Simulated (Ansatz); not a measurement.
# ClW: the cost of one run

Computed with Ansatz 0.2.0, Gaussian basis. Level: def2-TZVPP, core rule «outside noble gas», up to 9 orbitals frozen.

The runs, in order: UHF; ROHF; CCSD(T) on UHF.

2 further runs of the same task are left out: 2 set aside as unsound or not needed.

## Step 1: The system

The geometry is a PBE0/def2-TZVP stationary point (not a proven minimum) of the parent state, kept for this charge and spin. No spin-orbit coupling is included. Elements past krypton take def2 core potentials.

2 atoms, charge 1, spin multiplicity 3.

Atoms are counted from 1 here; the program's logs count them from 0.

Bond lengths: W1–Cl2 2.084 Å.

## Step 2: UHF

in.yaml

```yaml
crystal:
  periodic: [false, false, false]
  atoms:
    - {symbol: W, position_ang: [0.000000, 0.000000, 0.000000]}
    - {symbol: Cl, position_ang: [0.000000, 0.000000, 2.083600]}
basis:
  gaussian: {orbitals: def2-TZVPP}
total_charge: 1
magnetization: {spin_polarized: true, initial_magnetization: 2}
hamiltonian: {xc: hf}
output: {orbitals: {seedname: orbitals}}
```

Run with:

```bash
$ ansatz run in.yaml --threads 1 --pin off --events-out ev --progress --plain --max-ram 4096MiB --backend cpu
```

What time and memory should one allow on 1 thread of AMD EPYC 7R13, shared host?

About 24 s, with a peak of 0.26 GiB.
